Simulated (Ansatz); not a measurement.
# Ge2Sb2Te5 (Cm) in Ansatz: relaxation of cell and atoms with PBEsol

Aim: the relaxation of cell and atoms of Ge2Sb2Te5 with PBEsol.

Program: Ansatz 0.2.0. These are calculated values, not measurements. Logs are shortened: lines on timing, memory, paths and dates and some standing lists are left out, and cuts for length are marked.

## (1) Starting point

The structure is monoclinic, space group Cm (No. 8). Conventional cell: a = 13.678 Å, b = 6.132 Å, c = 9.672 Å, α = 90.00°, β = 134.93°, γ = 90.00°. Te (site symmetry m) has 2 Ge at 2.85 to 3.19 Å and 3 Sb at 3.07 to 3.14 Å as nearest neighbours. Around Te (site symmetry m) lie 2 Sb at 2.95 to 3.20 Å and 3 Ge at 3.07 to 3.08 Å. Te (site symmetry m) is surrounded by 3 Ge at 2.82 to 3.07 Å and 2 Sb at 3.14 to 3.19 Å. Te (site symmetry m) has 2 Ge at 2.95 to 3.00 Å and 2 Sb at 3.02 to 3.06 Å as nearest neighbours. Around Te (site symmetry m) lie 3 Sb at 2.98 to 3.07 Å and 2 Ge at 3.05 to 3.20 Å. Sb (site symmetry m) is surrounded by 6 Te at 2.95 to 3.19 Å. Sb (site symmetry m) is surrounded by 6 Te at 2.98 to 3.20 Å. Around Ge (site symmetry m) lie 6 Te at 2.82 to 3.19 Å.

The cell comes from a database or a generator and needn't be the stable form of this composition.

## (2) Relaxation of cell and atoms, PBEsol

Input file input.yaml:

```yaml
crystal:
  lattice:
    - [6.839136, -3.066006, 0.0]
    - [6.839136, 3.066006, 0.0]
    - [-6.830977, 0.0, 6.847609]
  atoms:
    - { symbol: Te, position: [0.594702, 0.594702, 0.386433] }
    - { symbol: Te, position: [0.795288, 0.795288, 0.196112] }
    - { symbol: Te, position: [0.008324, 0.008324, 0.006435] }
    - { symbol: Te, position: [0.206519, 0.206519, 0.809803] }
    - { symbol: Te, position: [0.399959, 0.399959, 0.597118] }
    - { symbol: Sb, position: [0.901708, 0.901708, 0.587873] }
    - { symbol: Sb, position: [0.11187, 0.11187, 0.417352] }
    - { symbol: Ge, position: [0.284287, 0.284287, 0.18783] }
    - { symbol: Ge, position: [0.497343, 0.497343, 0.011044] }
hamiltonian:
  xc: pbesol
  pseudopotentials: { kind: paw }
kpoints:
  mp_grid: { grid: [5, 5, 4] }
scf:
  occupations: { method: fermi_dirac, width: 0.05 }
output:
  forces: true
  stress: true
  eigenvalues: true
relax:
  f_tol: 0.01
  max_steps: 40
  cell: { stress_tol: 0.05 }
```

Potentials or basis: Ansatz PAW.

The run is started by

```bash
ansatz run input.yaml --threads 4 --pin off --max-ram 11264MiB --backend cpu --events-out ev --progress --plain --runs-dir out
```

Standard output:

```text
Warning: RAYON_NUM_THREADS=4 ignored (pool sized by the plan → 4); use --threads N
Engine: ansatz 0.2.0, aarch64-unknown-linux-gnu
Pseudopotentials: kind: paw
Pseudopotential: Te, paw, valence charge 16, recommended cutoff 420 eV (normal), Te.paw.azcp
Pseudopotential: Sb, paw, valence charge 15, recommended cutoff 420 eV (normal), Sb.paw.azcp
Pseudopotential: Ge, paw, valence charge 14, recommended cutoff 420 eV (normal), Ge.paw.azcp
Functional definition: PBEsol
  exchange = pbesol_x
  correlation = pbesol_c
Crystal: 9 atoms, lattice volume = 287.173 Å³
Basis set: ecut = 420 eV, 5631 PW (Γ), exchange–correlation on 108×108×144 points (8 copies of the dense FFT grid, shifted against one another)
Bands: 83, of which v1, the nominal top of the filled ones, is band 69 counted from 1 (68 counted from 0)
Symmetry: 2 space group operations
Space group: Cm (ITA 8), of the structure as read, at distance tolerance 6.6e-5 Å
[... 175 lines left out ...]
  atom   7  Sb     0.00240763    -0.00000000    -0.00757105
  atom   8  Ge    -0.00039378    -0.00000000    -0.00345684
  atom   9  Ge    -0.00401509     0.00000000    -0.00448214
  max |Σ_I F_I| component: 2.08e-7 eV/Å
--- Stress (GPa, compression-positive) ---
        0.008469      -0.000000      -0.000887
       -0.000000       0.004455      -0.000000
       -0.000887      -0.000000       0.008753
  P = ⅓ Tr σ = 0.0072 GPa (0.072 kbar)
--- Band table (eV; the first three rows and the last of 33) ---
  k-point 0: bands = ["-27.9512", "-27.9388", "-27.9028", "-27.8789", "-27.8659", "-27.8654", "-27.8543", "-27.8486", "-27.7936", "-27.7900", "-27.7477", "-27.7448", "-27.7431", "-27.7408", "-27.7398", "-27.6708", "-27.6667", "-27.6547", "-27.6545", "-27.6481", "-27.4967", "-27.4878", "-27.3490", "-27.3298", "-27.2949", "-20.4375", "-20.4318", "-20.4294", "-20.4271", "-20.4243", "-20.4232", "-20.4217", "-20.4087", "-20.4070", "-20.4045", "-15.7274", "-15.7190", "-15.7182", "-15.7146", "-15.7131", "-15.7086", "-15.7054", "-15.6889", "-15.6867", "-15.6824", "-4.2499", "-2.3129", "-2.1288", "-1.9664", "-1.7702", "-0.2573", "0.2371", "0.8481", "2.8788", "3.8081", "4.2226", "4.2609", "4.5769", "4.6897", "4.9635", "5.1222", "5.8850", "7.1078", "7.3050", "7.3948", "7.9956", "8.3230", "8.3952", "8.4603", "9.8667", "10.2845", "11.2523", "11.3286", "12.4836", "12.5868", "13.0387", "13.2099", "13.2880", "13.3955", "13.7183", "13.8374", "13.9232", "14.1848"]
  k-point 1: bands = ["-27.9512", "-27.9388", "-27.9028", "-27.8789", "-27.8659", "-27.8654", "-27.8543", "-27.8486", "-27.7936", "-27.7899", "-27.7477", "-27.7448", "-27.7431", "-27.7408", "-27.7398", "-27.6708", "-27.6666", "-27.6547", "-27.6545", "-27.6481", "-27.4967", "-27.4878", "-27.3490", "-27.3298", "-27.2949", "-20.4375", "-20.4318", "-20.4294", "-20.4271", "-20.4243", "-20.4232", "-20.4217", "-20.4087", "-20.4070", "-20.4045", "-15.7274", "-15.7190", "-15.7182", "-15.7146", "-15.7131", "-15.7086", "-15.7054", "-15.6889", "-15.6867", "-15.6824", "-4.1046", "-2.7045", "-2.2311", "-1.9098", "-1.7622", "-0.1855", "0.5785", "1.1020", "2.7065", "3.6353", "3.6913", "4.1831", "4.1935", "5.0161", "5.6888", "6.0163", "6.0425", "6.5888", "6.9677", "7.1942", "7.7877", "8.1639", "8.3026", "8.5968", "10.0500", "10.6753", "11.0698", "11.2708", "11.9951", "12.0077", "12.4071", "12.6443", "13.1024", "13.6649", "13.6679", "13.9921", "14.0822", "14.4673"]
  k-point 2: bands = ["-27.9512", "-27.9388", "-27.9028", "-27.8789", "-27.8659", "-27.8654", "-27.8543", "-27.8486", "-27.7936", "-27.7899", "-27.7477", "-27.7448", "-27.7431", "-27.7408", "-27.7398", "-27.6708", "-27.6666", "-27.6547", "-27.6545", "-27.6481", "-27.4967", "-27.4878", "-27.3490", "-27.3298", "-27.2949", "-20.4375", "-20.4318", "-20.4294", "-20.4271", "-20.4243", "-20.4232", "-20.4217", "-20.4087", "-20.4070", "-20.4045", "-15.7274", "-15.7190", "-15.7182", "-15.7146", "-15.7131", "-15.7086", "-15.7054", "-15.6889", "-15.6867", "-15.6824", "-3.8614", "-3.1689", "-2.1954", "-1.8963", "-1.8283", "-0.1248", "0.8616", "1.5792", "2.2171", "3.3559", "3.5166", "4.1306", "4.9094", "5.1568", "5.3400", "5.9043", "6.1042", "6.6313", "7.1275", "7.3368", "8.0076", "8.0110", "8.2858", "8.4932", "9.6724", "10.4828", "10.6364", "11.4085", "11.5178", "11.6466", "12.6549", "12.8808", "12.9696", "13.3602", "13.5038", "13.9406", "13.9742", "14.5040"]
  k-point 32: bands = ["-27.9510", "-27.9388", "-27.9028", "-27.8787", "-27.8659", "-27.8654", "-27.8543", "-27.8486", "-27.7936", "-27.7899", "-27.7477", "-27.7448", "-27.7431", "-27.7408", "-27.7398", "-27.6708", "-27.6667", "-27.6547", "-27.6545", "-27.6481", "-27.4967", "-27.4878", "-27.3490", "-27.3298", "-27.2949", "-20.4384", "-20.4313", "-20.4297", "-20.4277", "-20.4240", "-20.4232", "-20.4218", "-20.4085", "-20.4070", "-20.4045", "-15.7275", "-15.7191", "-15.7183", "-15.7147", "-15.7129", "-15.7086", "-15.7054", "-15.6889", "-15.6867", "-15.6824", "-3.6615", "-3.2035", "-2.1570", "-2.0394", "-1.8403", "-0.1870", "0.3496", "1.2939", "1.8156", "3.4843", "4.2600", "4.8172", "5.0339", "5.0988", "5.8172", "6.0018", "6.5034", "6.8026", "7.0159", "7.1532", "8.0369", "8.3025", "8.3158", "8.6128", "9.4869", "10.2799", "10.9666", "11.1012", "11.1707", "11.3441", "11.9128", "12.1060", "12.8418", "12.9735", "13.3009", "13.6736", "13.7383", "14.0517"]
--- Relaxed structure (10 steps of the walk, 10 accepted, 1 SCFs on fresh bases) ---
  F+E_penalty+E_count = -55831.27414975 eV   max|allowed force component| = 8.971e-3 eV/Å   (the final SCF, on the basis selected at the relaxed cell)
  cell:  # Å, volume = 269.0970 Å³
    - [6.70734666188261, -3.0054880022415484, -0.03173110287651123]
    - [6.70734666188261, 3.0054880022415484, -0.03173110287651123]
    - [-6.731115299357113, 0.0, 6.706257321639034]
  atoms:
    - { symbol: Te, position: [0.5971094785496178, 0.5971094785496178, 0.3918398579275496] }
    - { symbol: Te, position: [0.7947379730327561, 0.7947379730327561, 0.18496981553196948] }
    - { symbol: Te, position: [0.0005111668650049584, 0.0005111668650049584, -0.001614156917035881] }
    - { symbol: Te, position: [0.21252936948629086, 0.21252936948629086, 0.8148452435146563] }
    - { symbol: Te, position: [0.4098803561168188, 0.4098803561168188, 0.6006566664999626] }
    - { symbol: Sb, position: [0.8945711505072703, 0.8945711505072703, 0.5777986666814415] }
    - { symbol: Sb, position: [0.11393829508505633, 0.11393829508505633, 0.42620506084565923] }
    - { symbol: Ge, position: [0.27830626510812984, 0.27830626510812984, 0.19202184525029228] }
    - { symbol: Ge, position: [0.49841594524905397, 0.49841594524905397, 0.013277000665504303] }
```

Run time: 4.6 min. Hardware: 4 threads of Arm Neoverse V2, shared host; peak memory 1.2 GiB.

Results:

| Item | Value |
| --- | --- |
| Free energy | -55831.2741 eV |
| Relaxed volume | 29.90 Å³/atom |
| Relaxed cell | a = 7.350 Å, b = 7.350 Å, c = 9.502 Å, α = 130.51°, β = 130.51°, γ = 48.27° |
| Space group after relaxing (to 0.05 Å) | Cm (No. 8) |
| Energy gained by relaxing | 18.3 meV/atom |
| Ionic steps | 11 |
| Pressure after relaxing | 0.0 GPa |
| Largest force after relaxing | 0.010 eV/Å |
| Band gap on the k mesh | 0.14 eV, indirect (least direct gap 0.24 eV) |

Forces on the atoms (eV/Å):
```
Te   0.003  0.000  0.003
Te   0.002  0.000 -0.006
Te  -0.004  0.000  0.009
Te   0.001  0.000  0.007
Te   0.005  0.000  0.005
Sb  -0.005  0.000 -0.002
Sb   0.002  0.000 -0.008
Ge   0.000  0.000 -0.003
Ge  -0.004  0.000 -0.004
```

The path:
```csv
step,energy change (eV),largest force (eV/Å),volume (Å³)
1,0.0000,0.2176,287.17
2,-0.1157,0.2705,260.36
3,-0.1625,0.0442,269.22
4,-0.1637,0.0331,268.42
5,-0.1643,0.0311,268.11
6,-0.1650,0.0377,268.41
7,-0.1666,0.0332,268.61
8,-0.1674,0.0257,268.80
9,-0.1677,0.0116,269.26
10,-0.1678,0.0100,269.10
11,-0.1645,0.0100,269.10
```

Final structure:
```yaml
crystal:
  lattice:
    - [6.70735, -3.00549, -0.03173]
    - [6.70735, 3.00549, -0.03173]
    - [-6.73112, 0.00000, 6.70626]
  atoms:
    - { symbol: Te, position: [0.59711, 0.59711, 0.39184] }
    - { symbol: Te, position: [0.79474, 0.79474, 0.18497] }
    - { symbol: Te, position: [0.00051, 0.00051, 0.99839] }
    - { symbol: Te, position: [0.21253, 0.21253, 0.81485] }
    - { symbol: Te, position: [0.40988, 0.40988, 0.60066] }
    - { symbol: Sb, position: [0.89457, 0.89457, 0.57780] }
    - { symbol: Sb, position: [0.11394, 0.11394, 0.42621] }
    - { symbol: Ge, position: [0.27831, 0.27831, 0.19202] }
    - { symbol: Ge, position: [0.49842, 0.49842, 0.01328] }
```

Caveat: odd divisions of the mesh miss points on the zone boundary, where band edges often lie, so the gap on the mesh can be too wide; the plane-wave basis is chosen anew once the cell has moved, so the energies of steps on either side of that aren't comparable; spin-orbit coupling is left out, which moves the levels of the heavy elements; the PAW data sets come from PBE, with cores solved anew for the run's functional, which leaves a small shift of forces and pressure. A k mesh can miss the band edges.
